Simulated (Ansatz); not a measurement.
# Zr2Ta: the cost of one run

Program: Ansatz 0.2.0. Level of theory: DFT PBE, scalar-relativistic, plane waves, PAW. These are calculated values, not measurements.

### 1 The starting structure

The structure is cubic, space group Fm-3m (No. 225). The conventional cell has a = 5.774 Å, b = 5.774 Å, c = 5.774 Å, α = 90.00°, β = 90.00°, γ = 90.00°. Around Zr (site symmetry -43m) lie 4 Ta at 2.50 Å. Around Ta (site symmetry m-3m) lie 8 Zr at 2.50 Å.

Coordinates:

```
CELL_PARAMETERS angstrom
0.00000 2.88715 2.88715
2.88715 0.00000 2.88715
2.88715 2.88715 0.00000
ATOMIC_POSITIONS crystal
Zr 0.25000 0.25000 0.25000
Zr 0.75000 0.75000 0.75000
Ta 0.00000 0.00000 0.00000
```

This is candidate A: fluorite type (Fm-3m, No. 225).

(A quick probe on a coarse mesh, which set the mesh and smearing, is not shown.)

### 3 Coarse relaxation (candidate A)

Contents of input.yaml:

```yaml
crystal:
  lattice:
    - [0.0, 2.8871468682, 2.8871468682]
    - [2.8871468682, 0.0, 2.8871468682]
    - [2.8871468682, 2.8871468682, 0.0]
  atoms:
    - { symbol: Zr, position: [0.25, 0.25, 0.25] }
    - { symbol: Zr, position: [0.75, 0.75, 0.75] }
    - { symbol: Ta, position: [0.0, 0.0, 0.0] }
basis:
  ecutwfc: 420
kpoints:
  mp_grid: { grid: [6, 6, 6] }
hamiltonian:
  xc: pbe
scf:
  occupations: { method: gaussian, width: 0.1 }
  lower_state_search: "off"
output:
  forces: true
  stress: true
  eigenvalues: true
relax:
  adjacent_minimum: "off"
  f_tol: 0.04
  max_steps: 70
  cell: { stress_tol: 0.4 }
```

The run is started by

```sh
ansatz run input.yaml --threads 1 --pin off --max-ram 2560MiB --backend cpu --events-out ev --progress --plain --runs-dir out
```

Q: Estimate wall time and peak memory on 1 thread of Intel Xeon Platinum 8259CL at 2.50GHz (Skylake/Cascade Lake), shared host.

About 13 s, with a peak of 0.42 GiB.
